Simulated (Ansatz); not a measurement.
**CH5ClN2W: basis-set convergence**

The task here is to estimate one member of a computed series from the others.

Computed with Ansatz 0.2.0, Gaussian basis. Level: one geometry, several basis sets.

The runs, in order: PBE0-D4/def2-SVP; ωB97M-V/def2-SVP; PBE0-D4/def2-QZVPP; ωB97M-V/def2-QZVPP; the functionals' def2-TZVPP values are taken from earlier runs.

### The relaxed structure

All runs share one geometry, relaxed beforehand with PBE0-D4 in a triple-zeta def2 set. W takes the def2 core potential; no spin-orbit term is included.

10 atoms, charge 0, spin multiplicity 1.

Atoms are counted from 1 here; the program's logs count them from 0.

Bond lengths: C1–W2 2.112 Å, C1–H6 1.091 Å, C1–H7 1.095 Å, C1–H8 1.095 Å, W2–N3 1.743 Å, W2–N4 1.743 Å, W2–Cl5 2.293 Å, N3–H9 1.008 Å, N4–H10 1.008 Å. Angles: W2–C1–H6 113.0°, W2–C1–H7 108.6°, W2–C1–H8 108.5°, H6–C1–H7 108.5°, H6–C1–H8 108.5°, H7–C1–H8 109.7°, C1–W2–N3 103.3°, C1–W2–N4 103.3°, C1–W2–Cl5 112.6°, N3–W2–N4 111.8°, N3–W2–Cl5 112.6°, N4–W2–Cl5 112.6°, W2–N3–H9 155.0°, W2–N4–H10 155.0°.

Geometry (Å):

```xyz
10

C    -1.46023    0.07524   -0.35600
W     0.57536    0.37266    0.12069
N     0.73773   -0.39422    1.67715
N     1.41146   -0.51173   -1.12667
Cl    1.15587    2.59023    0.16721
H    -1.74282   -0.97774   -0.37988
H    -2.07201    0.58180    0.39736
H    -1.65388    0.50903   -1.34229
H     1.10757   -1.06822    2.32974
H     2.02416   -1.22835   -1.48442
```

Set-up of the first run:

The input, in.yaml:

```yaml
crystal:
  periodic: [false, false, false]
  atoms:
    - {symbol: C, position_ang: [-1.460226, 0.075237, -0.355997]}
    - {symbol: W, position_ang: [0.575358, 0.372659, 0.120693]}
    - {symbol: N, position_ang: [0.737730, -0.394221, 1.677150]}
    - {symbol: N, position_ang: [1.411456, -0.511726, -1.126673]}
    - {symbol: Cl, position_ang: [1.155871, 2.590232, 0.167213]}
    - {symbol: H, position_ang: [-1.742823, -0.977740, -0.379875]}
    - {symbol: H, position_ang: [-2.072011, 0.581802, 0.397363]}
    - {symbol: H, position_ang: [-1.653882, 0.509027, -1.342290]}
    - {symbol: H, position_ang: [1.107568, -1.068222, 2.329739]}
    - {symbol: H, position_ang: [2.024160, -1.228349, -1.484423]}
basis:
  gaussian: {orbitals: def2-SVP}
hamiltonian: {xc: pbe0, dispersion: d4}
output: {orbitals: {seedname: orbitals}}
```

Among the steps run: PBE0-D4 in def2-SVP; ωB97M-V in def2-SVP; PBE0-D4 in def2-QZVPP; ωB97M-V in def2-QZVPP.

One table of the session follows, with a row left open; its other results are not shown here.

It belongs to the step «Functionals by basis». 

```
functional       basis  HOMO (eV)  LUMO (eV)
   PBE0-D4    def2-SVP      -7.87      -1.80
   PBE0-D4  def2-TZVPP      -7.91      -1.93
   PBE0-D4  def2-QZVPP          ?          ?
   ωB97M-V    def2-SVP     -10.07       0.25
   ωB97M-V  def2-TZVPP     -10.13       0.10
   ωB97M-V  def2-QZVPP     -10.16       0.03
```

Estimate the missing values for PBE0-D4, def2-QZVPP.

As computed: HOMO (eV): -7.94; LUMO (eV): -1.98. In the column «HOMO (eV)» it lies between ωB97M-V, def2-SVP (-10.07) and PBE0-D4, def2-TZVPP (-7.91).
